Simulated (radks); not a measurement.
# Ga⁴⁺ in [Ne] 3s2 3p5 3d9 4s1: an all-electron calculation

Aim: the levels, the sizes of the orbitals and the parts of the energy of the gallium ion Ga4+.

The numbers are computed with radks (a radial shooting solver on a logarithmic mesh, Libxc functionals) version 1 (non-relativistic Kohn-Sham, PW91, spin-unpolarised, spherical densities, point nucleus), except any that are marked as measured or tabulated.

## 1. Starting point

```
element       : gallium (Z = 31)
charge        : +4
electrons     : 27
configuration : [Ne] 3s2 3p5 3d9 4s1
```

Outer shells as boxes (Hund's rule):

Ga⁴⁺
```
[Ne] core
3s [↑↓]
3p [↑↓][↑↓][↑ ]
3d [↑↓][↑↓][↑↓][↑↓][↑ ]
4s [↑ ]
```

## 2. The calculation

Settings of this run:

```text
Z 31
configuration [Ne] 3s2 3p5 3d9 4s1
relativity non-relativistic
functional pw91,pw91
spin unpolarised
nucleus point
```

Started as:

```bash
python run_ks.py task.json out
```

This one command runs every case of the session in turn.

Q: Predict the outcome of this run.

**Answer**, as computed:

```
                        quantity                value
                    total energy  -1916.52970 hartree
exchange-correlation share of it               3.80 %
                            −T/E               0.9994
          highest occupied level       4s, -53.724 eV
    most extended occupied level  4s, <r> = 1.78 bohr
 radius at density 0.001 e/bohr³            2.94 bohr
    maxima of the radial density                    3
```

The radial density shows 3 maxima for 4 occupied principal shells; where shells overlap, one shows as a shoulder or not at all. The ratio −T/E is 0.9994; for a non-relativistic Coulomb system it is 1 up to the kinetic part of correlation. This is not the tabulated ground configuration, so its levels and sizes aren't those of the ground state, and no measured value stands beside it.
